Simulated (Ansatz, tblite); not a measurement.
# Ge6Cl6 prismane (Ge₆Cl₆): a ladder of methods and basis sets

One table from this session's results is given with a row withheld; the runs are named, their logs left out.

The runs use Ansatz 0.2.0, Gaussian basis; as each input shows.

Levels to be run: GFN1-xTB, GFN2-xTB, PBE-D4/def2-SVP, r2SCAN-D4/def2-SVP, HF/6-31G, B3LYP-D4/6-31G.

5 further runs of the same task are left out: 4 that didn't finish, 1 set aside as unsound or not needed.

## The relaxed structure

The singlet was relaxed beforehand with PBE-D4/def2-SVP.

12 atoms, charge 0, spin multiplicity 1.

Bond lengths: Ge1–Cl2 2.197 Å, Ge1–Ge3 2.645 Å, Ge1–Ge5 2.644 Å, Ge1–Ge9 2.517 Å, Ge3–Cl4 2.197 Å, Ge3–Ge5 2.645 Å, Ge3–Ge11 2.516 Å, Ge5–Cl6 2.197 Å, Ge5–Ge7 2.516 Å, Ge7–Cl8 2.197 Å, Ge7–Ge9 2.645 Å, Ge7–Ge11 2.643 Å, Ge9–Cl10 2.197 Å, Ge9–Ge11 2.645 Å, Ge11–Cl12 2.197 Å. Angles: Cl2–Ge1–Ge3 130.7°, Cl2–Ge1–Ge5 130.7°, Cl2–Ge1–Ge9 131.1°, Ge3–Ge1–Ge5 60.0°, Ge3–Ge1–Ge9 90.0°, Ge5–Ge1–Ge9 90.0°, Ge1–Ge3–Cl4 130.6°, Ge1–Ge3–Ge5 60.0°, Ge1–Ge3–Ge11 90.0°, Cl4–Ge3–Ge5 130.8°, Cl4–Ge3–Ge11 131.2°, Ge5–Ge3–Ge11 90.0°, Ge1–Ge5–Ge3 60.0°, Ge1–Ge5–Cl6 130.7°, Ge1–Ge5–Ge7 90.0°, Ge3–Ge5–Cl6 130.8°, Ge3–Ge5–Ge7 90.0°, Cl6–Ge5–Ge7 131.1° and more.

PBE0-D4/def2-SVP was run before; its log isn't repeated, and its numbers join the tables.

The first run:

Tight binding, by tblite at 300 K electronic temperature and without a spin-polarisation term:

```python
tblite.interface.Calculator('GFN1-xTB', numbers, positions, charge=0, uhf=0).singlepoint()
```

Tight binding, by tblite at 300 K electronic temperature and without a spin-polarisation term:

```python
tblite.interface.Calculator('GFN2-xTB', numbers, positions, charge=0, uhf=0).singlepoint()
```

start.molden holds the orbitals of an earlier run on this state, given as this run's starting guess.

Input file in.yaml:

```yaml
crystal:
  periodic: [false, false, false]
  atoms:
    - {symbol: Ge, position_ang: [0.503800, 1.280843, -1.419903]}
    - {symbol: Cl, position_ang: [1.035361, 2.749797, -2.964782]}
    - {symbol: Ge, position_ang: [0.463058, 1.490739, 1.215958]}
    - {symbol: Cl, position_ang: [0.951978, 3.187756, 2.523056]}
    - {symbol: Ge, position_ang: [-1.755939, 0.906996, -0.100011]}
    - {symbol: Cl, position_ang: [-3.675793, 1.968785, -0.218072]}
    - {symbol: Ge, position_ang: [-1.231120, -1.545419, 0.104095]}
    - {symbol: Cl, position_ang: [-2.548213, -3.299700, 0.225703]}
    - {symbol: Ge, position_ang: [1.029344, -1.171856, -1.217621]}
    - {symbol: Cl, position_ang: [2.166594, -2.519966, -2.527892]}
    - {symbol: Ge, position_ang: [0.986541, -0.962098, 1.418279]}
    - {symbol: Cl, position_ang: [2.074380, -2.085867, 2.961190]}
basis:
  gaussian: {orbitals: def2-SVP, initial_orbitals: start.molden}
hamiltonian: {xc: pbe, dispersion: d4}
scf: {omitted_lower_state_checks: [starts]}
output: {orbitals: {seedname: orbitals}}
```

Started as:

```console
> ansatz run in.yaml --threads 6 --pin off --events-out ev --progress --plain --max-ram 7833MiB
```

Among the steps run: PBE-D4/def2-SVP; r2SCAN-D4/def2-SVP; HF/6-31G; B3LYP-D4/6-31G.

One table of the session follows, with a row left open; its other results are not shown here.

It belongs to the step «Binding energy». 

```
             level  binding an atom (eV)
          HF/6-31G                     ?
   PBE-D4/def2-SVP                 3.103
r2SCAN-D4/def2-SVP                 2.994
    B3LYP-D4/6-31G                 2.619
  PBE0-D4/def2-SVP                 2.957
```

Q: Estimate the row for HF/6-31G from the others.

**Answer.** binding an atom (eV): 1.352. In the column «binding an atom (eV)» it is the lowest.

Limits of these values: Free atoms were run apart at each level; binding is atoms less cluster, divided by the number of atoms, without zero-point or spin-orbit terms.
